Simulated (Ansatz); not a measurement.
# ClF₂HSn (SMILES [F][SnH]([F])[Cl]): functionals against CCSD(T) at one geometry

A test off equilibrium: a structure displaced at random from a GFN2-xTB minimum is computed at several levels, and each is set against CCSD(T).

The runs use Ansatz 0.2.0, Gaussian basis; single points in def2-TZVPP.

Correlated methods freeze the cores. Filled d shells of the heavier atoms are correlated. Core potentials replace the inner electrons past krypton, and spin-orbit coupling is left out.

### Step 1. Starting geometry

SMILES `[F][SnH]([F])[Cl]`, 5 atoms, charge 0, spin multiplicity 1.

Atoms are counted from 1 here; the program's logs count them from 0.

Bond lengths: F1–Sn2 1.960 Å, Sn2–F3 1.972 Å, Sn2–Cl4 2.275 Å, Sn2–H5 1.696 Å. Angles: F1–Sn2–F3 102.7°, F1–Sn2–Cl4 103.7°, F1–Sn2–H5 105.4°, F3–Sn2–Cl4 102.8°, F3–Sn2–H5 105.0°, Cl4–Sn2–H5 133.6°.

As a file:

```xyz
5
charge 0, multiplicity 1
F    -0.2236   -0.8220    1.6662
Sn    0.1693   -0.0986   -0.1123
F    -0.2128    1.8241    0.1065
Cl   -1.5742   -0.8174   -1.3847
H     1.8543   -0.1940   -0.2755
```

### Step 2. CCSD(T)/def2-TZVPP

File run/in.yaml:

```yaml
crystal:
  periodic: [false, false, false]
  atoms:
    - {symbol: F, position_ang: [-0.223600, -0.822000, 1.666200]}
    - {symbol: Sn, position_ang: [0.169300, -0.098600, -0.112300]}
    - {symbol: F, position_ang: [-0.212800, 1.824100, 0.106500]}
    - {symbol: Cl, position_ang: [-1.574200, -0.817400, -1.384700]}
    - {symbol: H, position_ang: [1.854300, -0.194000, -0.275500]}
basis:
  gaussian: {orbitals: def2-TZVPP}
correlation: {method: ccsd_t}
```

The command line of these runs was not kept.

### Step 3. PBE0-D4/def2-TZVPP

Changes to run/in.yaml since step 2:

```diff
@@ -10,2 +10,3 @@
   gaussian: {orbitals: def2-TZVPP}
-correlation: {method: ccsd_t}
+hamiltonian: {xc: pbe0, dispersion: d4}
+output: {forces: true, orbitals: {seedname: orbitals}}
```

### Step 4. wB97M-V/def2-TZVPP

Changes to run/in.yaml since step 3:

```diff
@@ -10,3 +10,3 @@
   gaussian: {orbitals: def2-TZVPP}
-hamiltonian: {xc: pbe0, dispersion: d4}
-output: {forces: true, orbitals: {seedname: orbitals}}
+hamiltonian: {xc: {name: wB97M-V}}
+output: {forces: true}
```

### Step 5. r2SCAN-D4/def2-TZVPP

Changes to run/in.yaml since step 4:

```diff
@@ -10,3 +10,3 @@
   gaussian: {orbitals: def2-TZVPP}
-hamiltonian: {xc: {name: wB97M-V}}
+hamiltonian: {xc: r2scan, dispersion: d4}
 output: {forces: true}
```

### Step 6. PBE-D4/def2-TZVPP

Changes to run/in.yaml since step 5:

```diff
@@ -10,3 +10,3 @@
   gaussian: {orbitals: def2-TZVPP}
-hamiltonian: {xc: r2scan, dispersion: d4}
+hamiltonian: {xc: pbe, dispersion: d4}
 output: {forces: true}
```

### Step 7. BHLYP-D4/def2-TZVPP

Changes to run/in.yaml since step 6:

```diff
@@ -10,3 +10,3 @@
   gaussian: {orbitals: def2-TZVPP}
-hamiltonian: {xc: pbe, dispersion: d4}
+hamiltonian: {xc: {name: BHLYP}, dispersion: d4}
 output: {forces: true}
```

### Step 8. HSE06-D4/def2-TZVPP

Changes to run/in.yaml since step 7:

```diff
@@ -10,3 +10,3 @@
   gaussian: {orbitals: def2-TZVPP}
-hamiltonian: {xc: {name: BHLYP}, dispersion: d4}
+hamiltonian: {xc: hse06, dispersion: d4}
 output: {forces: true}
```

(Steps that only read results are left out.)

Q: Predict the outcome of this session. Wanted: energy less free atoms, CCSD(T)/def2-TZVPP; RMS force component; HOMO and LUMO, PBE0-D4; T1 diagnostic.

As calculated:

| quantity | value |
| --- | --- |
| energy less free atoms, CCSD(T)/def2-TZVPP | -1414.5 kJ/mol |
| RMS force component | 0.563 to 0.955 eV/Å over the methods |
| HOMO and LUMO, PBE0-D4 | -10.12 and -2.68 eV |
| T1 diagnostic | 0.014 |

**Reading.** Against CCSD(T) the functionals' energies less atoms differ by -86.2 to +57.8 kJ/mol, PBE-D4 by -86.2 kJ/mol. The reference is not at the basis limit: in triple zeta CCSD(T) underbinds, which counts against methods that bind more; the gaps are no ranking. No sound CCSD(T) forces are at hand. Among the functionals the RMS force differs by up to 70 %.
